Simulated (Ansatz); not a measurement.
**C₂H₅FOSi: one species, many methods**

An exercise on one series of results from a longer session: the logs are not shown, and one member is left open.

Method: functionals in def2-TZVPP, the program's frozen cores in correlated methods; program: Ansatz 0.2.0, Gaussian basis.

The runs, in order: PBE-D4, r2SCAN-D4, PBE0-D4, B3LYP-D4, ωB97X-V, ωB97M-V, B2PLYP; CCSD(T)/def2-TZVPP; MP2/def2-QZVPP; extrapolation to the limit.

## The geometry

All runs share one geometry, relaxed beforehand with PBE0-D4 in a triple-zeta def2 set.

SMILES `C=CO[SiH2]F`, 10 atoms, charge 0, spin multiplicity 1.

Atoms are counted from 1 here; the program's logs count them from 0.

Bond lengths: C1–C2 1.322 Å, C1–H6 1.083 Å, C1–H7 1.081 Å, C2–O3 1.360 Å, C2–H8 1.089 Å, O3–Si4 1.635 Å, Si4–F5 1.592 Å, Si4–H9 1.473 Å, Si4–H10 1.481 Å. Angles: C2–C1–H6 121.4°, C2–C1–H7 119.6°, H6–C1–H7 119.0°, C1–C2–O3 122.4°, C1–C2–H8 122.1°, O3–C2–H8 115.4°, C2–O3–Si4 126.6°, O3–Si4–F5 110.4°, O3–Si4–H9 106.5°, O3–Si4–H10 110.0°, F5–Si4–H9 108.3°, F5–Si4–H10 106.8°, H9–Si4–H10 114.8°.

Set-up of the first run:

Input file in.yaml:

```yaml
crystal:
  periodic: [false, false, false]
  atoms:
    - {symbol: C, position_ang: [-1.828978, 0.555310, 0.855683]}
    - {symbol: C, position_ang: [-0.797390, -0.123451, 0.384687]}
    - {symbol: O, position_ang: [0.167905, 0.454083, -0.379975]}
    - {symbol: Si, position_ang: [1.590352, -0.216548, -0.826138]}
    - {symbol: F, position_ang: [2.654228, -0.097713, 0.352691]}
    - {symbol: H, position_ang: [-1.943966, 1.614031, 0.661525]}
    - {symbol: H, position_ang: [-2.576399, 0.047084, 1.448262]}
    - {symbol: H, position_ang: [-0.670135, -1.188469, 0.572568]}
    - {symbol: H, position_ang: [2.080887, 0.565793, -1.973153]}
    - {symbol: H, position_ang: [1.406598, -1.661421, -1.093151]}
basis:
  gaussian: {orbitals: def2-TZVPP}
hamiltonian: {xc: pbe, dispersion: d4}
output: {forces: true, orbitals: {seedname: orbitals}}
```

On the command line:

```bash
$ ansatz run in.yaml --threads 4 --pin off --events-out ev --progress --plain --max-ram 10444MiB
```

Steps of the session up to this table: PBE-D4 (GGA); r2SCAN-D4 (meta-GGA); PBE0-D4 (hybrid); B3LYP-D4 (hybrid); ωB97X-V (range-separated); ωB97M-V (range-separated); B2PLYP (double hybrid); CCSD(T) in def2-TZVPP; MP2 in def2-QZVPP.

One table of the session follows, with a row left open; its other results are not shown here.

| method | atomisation energy (eV) |
| --- | --- |
| PBE-D4 | 42.258 |
| r2SCAN-D4 | 41.658 |
| PBE0-D4 | 41.410 |
| B3LYP-D4 | 41.526 |
| ωB97X-V | 41.635 |
| ωB97M-V | 41.674 |
| B2PLYP | ? |
| HF/def2-TZVPP | 30.684 |
| MP2/def2-TZVPP | 41.469 |
| CCSD/def2-TZVPP | 39.947 |
| CCSD(T)/def2-TZVPP | 40.557 |
| MP2/CBS | 42.586 |
| CCSD(T)/CBS | 41.674 |

**Question.** Estimate the row for B2PLYP.

The run gave: atomisation energy (eV): 41.224. In the column «atomisation energy (eV)» it lies between CCSD(T)/def2-TZVPP (40.557) and PBE0-D4 (41.410).
